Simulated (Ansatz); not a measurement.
**C₄H₁₂N₂Si: one species, many methods**

An exercise on one series of results from a longer session: the logs are not shown, and one member is left open.

The runs use Ansatz 0.2.0, Gaussian basis; functionals in def2-TZVPP, the program's frozen cores in correlated methods.

Levels to be run: LDA (SPW92), PBE-D4, revPBE-D4, BLYP-D4, r2SCAN-D4, B97M-V, PBE0-D4, B3LYP-D4, r2SCANh-D4, r2SCAN0-D4, HSE06-D4, BHLYP-D4, CAM-B3LYP-D4, LC-ωPBE, ωB97X-V, ωB97M-V, B2PLYP, PBE-QIDH; CCSD(T)/def2-SVP; CCSD(T)/def2-TZVPP; MP2/def2-QZVPP; extrapolation to the limit; RPA on PBE.

## The relaxed structure

The geometry comes from an earlier relaxation with PBE0-D4 in a triple-zeta def2 set; it is a stationary point, not always the lowest conformer.

19 atoms, charge 0, spin multiplicity 1.

Atoms are counted from 1 here; the program's logs count them from 0.

Bond lengths: C1–N2 1.446 Å, C1–H8 1.098 Å, C1–H9 1.098 Å, C1–H10 1.094 Å, N2–C3 1.443 Å, N2–Si4 1.730 Å, C3–H11 1.099 Å, C3–H12 1.089 Å, C3–H13 1.098 Å, Si4–N5 1.730 Å, N5–C6 1.443 Å, N5–C7 1.446 Å, C6–H14 1.099 Å, C6–H15 1.089 Å, C6–H16 1.098 Å, C7–H17 1.098 Å, C7–H18 1.094 Å, C7–H19 1.098 Å. Angles: N2–C1–H8 111.6°, N2–C1–H9 111.3°, N2–C1–H10 110.0°, H8–C1–H9 107.7°, H8–C1–H10 107.7°, H9–C1–H10 108.3°, C1–N2–C3 112.7°, C1–N2–Si4 116.9°, C3–N2–Si4 129.9°, N2–C3–H11 112.5°, N2–C3–H12 110.8°, N2–C3–H13 110.0°, H11–C3–H12 108.5°, H11–C3–H13 107.1°, H12–C3–H13 107.7°, N2–Si4–N5 104.5°, Si4–N5–C6 129.9°, Si4–N5–C7 116.9° and more.

The first run:

in.yaml reads:

```yaml
crystal:
  periodic: [false, false, false]
  atoms:
    - {symbol: C, position_ang: [2.771011, -0.292067, -0.382329]}
    - {symbol: N, position_ang: [1.327259, -0.339148, -0.318803]}
    - {symbol: C, position_ang: [0.822639, -1.676420, -0.124126]}
    - {symbol: Si, position_ang: [0.479190, 1.128000, -0.666267]}
    - {symbol: N, position_ang: [-1.098441, 0.885257, 0.000548]}
    - {symbol: C, position_ang: [-1.521783, 0.047734, 1.096075]}
    - {symbol: C, position_ang: [-2.152362, 1.751802, -0.478013]}
    - {symbol: H, position_ang: [3.227504, -0.558208, 0.579917]}
    - {symbol: H, position_ang: [3.159724, -0.985142, -1.139961]}
    - {symbol: H, position_ang: [3.101636, 0.718262, -0.639325]}
    - {symbol: H, position_ang: [1.025600, -2.060008, 0.885426]}
    - {symbol: H, position_ang: [-0.251650, -1.714282, -0.297857]}
    - {symbol: H, position_ang: [1.300538, -2.364671, -0.833282]}
    - {symbol: H, position_ang: [-2.223162, -0.736714, 0.779467]}
    - {symbol: H, position_ang: [-0.666229, -0.427050, 1.573910]}
    - {symbol: H, position_ang: [-2.035057, 0.653038, 1.854454]}
    - {symbol: H, position_ang: [-2.966068, 1.180592, -0.943563]}
    - {symbol: H, position_ang: [-1.757650, 2.441434, -1.229501]}
    - {symbol: H, position_ang: [-2.584400, 2.343492, 0.339730]}
basis:
  gaussian: {orbitals: def2-TZVPP}
hamiltonian: {xc: lda}
output: {orbitals: {seedname: orbitals}}
```

Command:

```console
$ ansatz run in.yaml --threads 2 --pin off --events-out ev --progress --plain --max-ram 32768MiB --backend cuda --devices 0, --max-vram 18GiB
```

Among the steps run: LDA; PBE-D4 (GGA); revPBE-D4 (GGA); BLYP-D4 (GGA); r2SCAN-D4 (meta-GGA); B97M-V (meta-GGA); B3LYP-D4 (hybrid); r2SCANh-D4 (hybrid); r2SCAN0-D4 (hybrid); HSE06-D4 (hybrid); BHLYP-D4 (hybrid); CAM-B3LYP-D4 (range-separated); LC-ωPBE (range-separated); ωB97X-V (range-separated); ωB97M-V (range-separated); B2PLYP (double hybrid); PBE-QIDH (double hybrid).

One of the session's tables, all rows but one given; the rest of the session is left out.

It belongs to the step «Orbital energies across the functionals». 

```
  functional  HOMO (eV)  gap (eV)
 LDA (SPW92)      -4.80      3.31
      PBE-D4      -4.69      3.36
   revPBE-D4      -4.65      3.37
     BLYP-D4      -4.56      3.37
   r2SCAN-D4      -4.88      3.65
      B97M-V      -5.01      3.74
     PBE0-D4      -5.81      5.25
    B3LYP-D4          ?         ?
  r2SCANh-D4      -5.30      4.37
  r2SCAN0-D4      -5.93      5.43
    HSE06-D4      -5.41      4.48
    BHLYP-D4      -6.83      7.14
CAM-B3LYP-D4      -7.09      7.58
     LC-ωPBE      -8.37      9.90
     ωB97X-V      -8.08      9.50
     ωB97M-V      -7.97      9.25
```

Q: Estimate the row for B3LYP-D4 from the others.

Worked estimate for «HOMO (eV)». Against the share of exact exchange, BLYP-D4 (0, -4.56), BHLYP-D4 (0.5, -6.83) give a slope of -4.54 per unit share; at 0.2 the line stands at -5.47.

The run gave: HOMO (eV): -5.62; gap (eV): 4.88. In «HOMO (eV)» the line misses by +0.15.
